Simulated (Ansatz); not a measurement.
# ClGeH5O2Si: the cost of one run

Program: the Python package of Ansatz 0.2.0. The levels of theory stand in the script. These are calculated values, not measurements.

## 1. The structure

Bond lengths: O1–Ge2 1.729 Å, Ge2–O3 1.761 Å, Ge2–Si4 2.291 Å, Ge2–Cl5 2.182 Å, O1–H6 1.013 Å, O3–H7 1.023 Å, Si4–H8 1.501 Å, Si4–H9 1.512 Å, Si4–H10 1.419 Å. Angles: O1–Ge2–O3 108.6°, O1–Ge2–Si4 110.3°, O1–Ge2–Cl5 110.8°, O3–Ge2–Si4 108.2°, O3–Ge2–Cl5 109.2°, Si4–Ge2–Cl5 109.7°, Ge2–O1–H6 107.7°, Ge2–O3–H7 107.1°, Ge2–Si4–H8 107.0°, Ge2–Si4–H9 110.1°, Ge2–Si4–H10 112.8°, H8–Si4–H9 106.7°, H8–Si4–H10 108.3°, H9–Si4–H10 111.6°.

The script holds or builds the structure itself.

## 2. Script

methods.py reads:

```python
"""One geometry of ClGeH5O2Si, method by method."""

from pathlib import Path
import warnings

import ansatz as az
from ase import Atoms
import numpy as np

config = {
    "basis": "def2-SVP",
}


def main() -> None:
    warnings.simplefilter("ignore", az.DeckWarning)

    atoms = Atoms(["O", "Ge", "O", "Si", "Cl", "H", "H", "H", "H", "H"], positions=[
        [-1.0937, 1.8308, 0.1349],
        [0.0945, 0.7052, -0.4236],
        [1.693, 1.3511, -0.0626],
        [-0.132, -1.2973, 0.6666],
        [-0.0838, 0.3953, -2.5762],
        [-2.0049, 1.4695, -0.1199],
        [2.3759, 0.6571, -0.3756],
        [-1.5058, -1.8153, 0.354],
        [-0.0772, -1.0837, 2.1626],
        [0.8171, -2.2639, 0.2427],
    ])
    molecule = az.Crystal.molecule_from_ase(atoms)

    calc = molecule.calculation().basis(gaussian=config["basis"])

    print("functional    E (Ha)        dipole (D)   HOMO (eV)  LUMO (eV)")
    for name in ["pbe0", "hse06", "hf", "lc_wpbe", "cam_b3lyp", "lda"]:
        report = calc.functional(name).forces().orbitals().run(threads=1, runs_dir="runs").report
        lines = Path(report["orbitals_path"]).read_text().splitlines()
        field_of = lambda key: [line.split("=")[1].strip() for line in lines if line.startswith(key)]
        orbitals = [(27.211386 * float(e), s, float(n)) for e, s, n in zip(field_of("Ene="), field_of("Spin="), field_of("Occup="))]
        homo = max(e for e, _, n in orbitals if n > 0.5)
        lumo = min(e for e, _, n in orbitals if n < 0.5)
        dipole = 4.803205 * np.linalg.norm(report["charge_distribution"]["dipole_moment_e_ang"])
        print(f"{name:10s} {report['free_energy_ev'] / 27.211386246:14.6f} {dipole:9.3f} {homo:11.3f} {lumo:10.3f}")


if __name__ == "__main__":
    main()
```

## 3. The run

On the command line:

```
$ python methods.py
```

What time and memory should one allow on 1 thread of Arm Neoverse V1, shared host?

About 38 s, with a peak of 0.43 GiB.
